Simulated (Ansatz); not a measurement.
# SiGeS (quintet): from Hartree-Fock to the top rungs, cc-pVDZ

An exercise on one series of results from a longer session: the logs are not shown, and one member is left open.

The runs use Ansatz 0.2.0, Gaussian basis; cc-pVDZ, core rule «outside noble gas», up to 24 orbitals frozen.

To be run: UHF; CCSD(T) on ROHF; CCSD(T) on UHF; BCCD(T) on ROHF; CISD; CCSDT(Q) on ROHF; CCSDT(Q) on UHF.

26 further runs of the same task are left out: 2 for a known fault of the program, 12 that didn't finish, 12 set aside as unsound or not needed.

## The system

The geometry is a PBE0/def2-TZVP stationary point (not a proven minimum) of the parent state, kept for this charge and spin. No spin-orbit coupling is included. The filled d shell of Ge may be among the frozen orbitals whatever the setting's name suggests; the logs give the count.

3 atoms, charge 0, spin multiplicity 5.

Atoms are counted from 1 here; the program's logs count them from 0.

Bond lengths: Ge1–Si2 2.313 Å, Si2–S3 1.935 Å. Angles: Ge1–Si2–S3 180.0°.

The first run:

File in.yaml:

```yaml
crystal:
  periodic: [false, false, false]
  atoms:
    - {symbol: Ge, position_ang: [0.000000, 0.000000, 2.186933]}
    - {symbol: Si, position_ang: [0.000000, 0.000000, -0.125967]}
    - {symbol: S, position_ang: [0.000000, 0.000000, -2.060967]}
basis:
  gaussian: {orbitals: cc-pVDZ}
magnetization: {spin_polarized: true, initial_magnetization: 4}
hamiltonian: {xc: hf}
output: {orbitals: {seedname: orbitals}}
```

The run is started by

```
ansatz run in.yaml --threads 1 --pin off --events-out ev --progress --plain --max-ram 2393MiB
```

Among the steps run: UHF; CCSD(T) on ROHF; CCSD(T) on UHF; BCCD(T) on ROHF; CISD; CCSDT(Q) on ROHF; CCSDT(Q) on UHF.

One of the session's tables, all rows but one given; the rest of the session is left out.

| method | from RCCSDT(Q) (kcal/mol) |
| --- | --- |
| ROHF | +183.92 |
| RMP2 | +30.22 |
| UMP2 | ? |
| CISD | +28.88 |
| RCCSD | +10.62 |
| UCCSD | +10.14 |
| RCCSD(T) | +1.92 |
| UCCSD(T) | +1.61 |
| BCCD(T) | +1.97 |
| RCCSDT | +0.71 |
| UCCSDT | +0.34 |
| RCCSDT(Q) | 0 |
| UCCSDT(Q) | -0.60 |

Estimate the missing values for UMP2.

**Answer.** from RCCSDT(Q) (kcal/mol): +30.97. In the column «from RCCSDT(Q) (kcal/mol)» it lies between RMP2 (+30.22) and ROHF (+183.92).

Left out of the table: UHF (another determinant or state than the rows shown).

Caveats from the session: Warnings: spin contamination; coupled cluster took another determinant than the lowest. Restricted and unrestricted rows rest on different reference determinants; where their highest levels disagree by more than a few hundredths of an eV, they describe different states and don't form one ladder.
